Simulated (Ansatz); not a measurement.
# CH3BrClFSi: up Jacob's ladder to CCSD(T)

An exercise on one series of results from a longer session: the logs are not shown, and one member is left open.

Method: functionals in def2-TZVPP, the program's frozen cores in correlated methods; program: Ansatz 0.2.0, Gaussian basis.

Levels to be run: PBE-D4, r2SCAN-D4, PBE0-D4, B3LYP-D4, ωB97X-V, ωB97M-V, B2PLYP; CCSD(T)/def2-TZVPP; MP2/def2-QZVPP; extrapolation to the limit.

## Structure used throughout

An earlier PBE0-D4 in a triple-zeta def2 set relaxation fixed the geometry.

SMILES `FC([SiH3])(Cl)Br`, 8 atoms, charge 0, spin multiplicity 1.

Atoms are counted from 1 here; the program's logs count them from 0.

Bond lengths: F1–C2 1.351 Å, C2–Si3 1.916 Å, C2–Cl4 1.769 Å, C2–Br5 1.955 Å, Si3–H6 1.478 Å, Si3–H7 1.482 Å, Si3–H8 1.481 Å. Angles: F1–C2–Si3 112.1°, F1–C2–Cl4 108.3°, F1–C2–Br5 107.7°, Si3–C2–Cl4 110.2°, Si3–C2–Br5 108.6°, Cl4–C2–Br5 109.9°, C2–Si3–H6 107.1°, C2–Si3–H7 107.3°, C2–Si3–H8 107.6°, H6–Si3–H7 111.6°, H6–Si3–H8 111.8°, H7–Si3–H8 111.2°.

Coordinates:

```mol
CH3BrClFSi
  3D, bonds by distance, orders not assigned

  8  7  0  0  0  0  0  0  0  0999 V2000
    0.4743    0.0958   -1.8763 F   0  0
   -0.2562    0.3893   -0.7781 C   0  0
    0.3716   -0.5418    0.7738 Si  0  0
   -1.9421   -0.0346   -1.1038 Cl  0  0
   -0.1018    2.3114   -0.4585 Br  0  0
   -0.4885   -0.1318    1.9043 H   0  0
    0.2504   -1.9929    0.4956 H   0  0
    1.7845   -0.1525    0.9871 H   0  0
  1  2  8  0
  2  3  8  0
  2  4  8  0
  2  5  8  0
  3  6  8  0
  3  7  8  0
  3  8  8  0
M  END
```

Set-up of the first run:

The input, in.yaml:

```yaml
crystal:
  periodic: [false, false, false]
  atoms:
    - {symbol: F, position_ang: [0.474253, 0.095774, -1.876341]}
    - {symbol: C, position_ang: [-0.256233, 0.389268, -0.778055]}
    - {symbol: Si, position_ang: [0.371602, -0.541785, 0.773841]}
    - {symbol: Cl, position_ang: [-1.942110, -0.034579, -1.103759]}
    - {symbol: Br, position_ang: [-0.101811, 2.311359, -0.458503]}
    - {symbol: H, position_ang: [-0.488490, -0.131755, 1.904304]}
    - {symbol: H, position_ang: [0.250428, -1.992871, 0.495623]}
    - {symbol: H, position_ang: [1.784458, -0.152511, 0.987091]}
basis:
  gaussian: {orbitals: def2-TZVPP}
hamiltonian: {xc: pbe, dispersion: d4}
output: {forces: true, orbitals: {seedname: orbitals}}
```

Run with:

```sh
$ ansatz run in.yaml --threads 4 --pin off --events-out ev --progress --plain --max-ram 10444MiB
```

Steps of the session up to this table: PBE-D4 (GGA); r2SCAN-D4 (meta-GGA); PBE0-D4 (hybrid); B3LYP-D4 (hybrid); ωB97X-V (range-separated); ωB97M-V (range-separated); B2PLYP (double hybrid); CCSD(T) in def2-TZVPP; MP2 in def2-QZVPP.

One of the session's tables, all rows but one given; the rest of the session is left out.

It belongs to the step «Atomisation energies». 

| method | atomisation energy (kJ/mol) |
| --- | --- |
| PBE-D4 | 2466.2 |
| r2SCAN-D4 | 2418.4 |
| PBE0-D4 | 2401.6 |
| B3LYP-D4 | ? |
| ωB97X-V | 2413.0 |
| ωB97M-V | 2404.0 |
| B2PLYP | 2350.9 |
| HF/def2-TZVPP | 1641.9 |
| MP2/def2-TZVPP | 2390.0 |
| CCSD/def2-TZVPP | 2268.9 |
| CCSD(T)/def2-TZVPP | 2322.8 |
| MP2/CBS | 2473.9 |
| CCSD(T)/CBS | 2406.7 |

Q: Estimate the row for B3LYP-D4 from the others.

As computed: atomisation energy (kJ/mol): 2379.0. In the column «atomisation energy (kJ/mol)» it lies between B2PLYP (2350.9) and MP2/def2-TZVPP (2390.0).
